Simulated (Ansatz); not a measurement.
# Pb (fcc type): how the settings move a single-point run

How sensitive is a single-point run of Pb (fcc type) to its settings? A reference run comes first, then one run with altered input.

Program: Ansatz 0.2.0. Level of theory: reference: DFT, PBEsol, all-electron LAPW, scalar-relativistic. These are calculated values, not measurements.

1 further run of the same task is left out (it didn't finish). Runs told in other sessions of the task aren't counted.

**1. The structure to begin with**

Symmetry: Fm-3m, No. 225, cubic system. Conventional cell: a = 4.674 Å, b = 4.674 Å, c = 4.674 Å, α = 90.00°, β = 90.00°, γ = 90.00°. Pb (site symmetry m-3m) is surrounded by 12 Pb at 3.31 Å.

Coordinates:

```xyz
1
Lattice="0.0000 2.3372 2.3372 2.3372 0.0000 2.3372 2.3372 2.3372 0.0000" Properties=species:S:1:pos:R:3 pbc="T T T"
Pb    0.0000    0.0000    0.0000
```

**2. The reference run**

File input.yaml:

```yaml
crystal:
  lattice:
    - [0.0, 2.3372365409, 2.3372365409]
    - [2.3372365409, 0.0, 2.3372365409]
    - [2.3372365409, 2.3372365409, 0.0]
  atoms:
    - { symbol: Pb, position: [0.0, 0.0, 0.0] }
kpoints:
  mp_grid: { grid: [15, 15, 15] }
scf:
  occupations: { method: fermi_dirac, width: 0.1 }
hamiltonian:
  xc: pbesol
  pseudopotentials: { kind: all_electron, lapw: { basis_error: 0.001 } }
output:
  forces: true
  stress: true
  eigenvalues: true
  populations: true
```

Run with:

```sh
$ ansatz run input.yaml --threads 1 --pin off --max-ram 2048MiB --backend cpu --events-out ev --progress --plain --runs-dir out
```

**3. Variant: occupations.width 0.01, n_extra_bands 2, xc lda**

Edit input.yaml of step 2 so:

```diff
@@ -10,5 +10,6 @@
 scf:
-  occupations: { method: fermi_dirac, width: 0.1 }
+  occupations: { method: fermi_dirac, width: 0.01 }
+  n_extra_bands: 2
 hamiltonian:
-  xc: pbesol
+  xc: lda
   pseudopotentials: { kind: all_electron, lapw: { basis_error: 0.001 } }
```

Q: Predict the outcome of this session. Wanted: for each run, ending; energy change; pressure; gap; force.

The runs gave:

```tsv
run	ending	energy change	pressure (GPa)	gap (eV)	force (eV/Å)	cycles	time
reference	converged	-	11.4	0.00	0.00	7	12 s
1: occupations.width 0.01, n_extra_bands 2, xc lda	converged	not comparable	9.3	0.00	0.00	5	10 s
```

Residual by cycle in the longest SCF loop of each run; runs are numbered as in the table. The quantity is the density residual dr2, in eV.

```tsv
cycle	reference	run 1
1	0.00279	0.00254
2	0.00134	0.00131
3	7.0e-4	2.8e-4
4	2.4e-4	9.5e-6
5	3.6e-5	9.5e-8
6	2.7e-7	-
7	1.4e-8	-
```

What this shows: A change of functional puts the total energy on another scale; the pressure goes from 11.4 to 9.3 GPa. The smearing changed too.
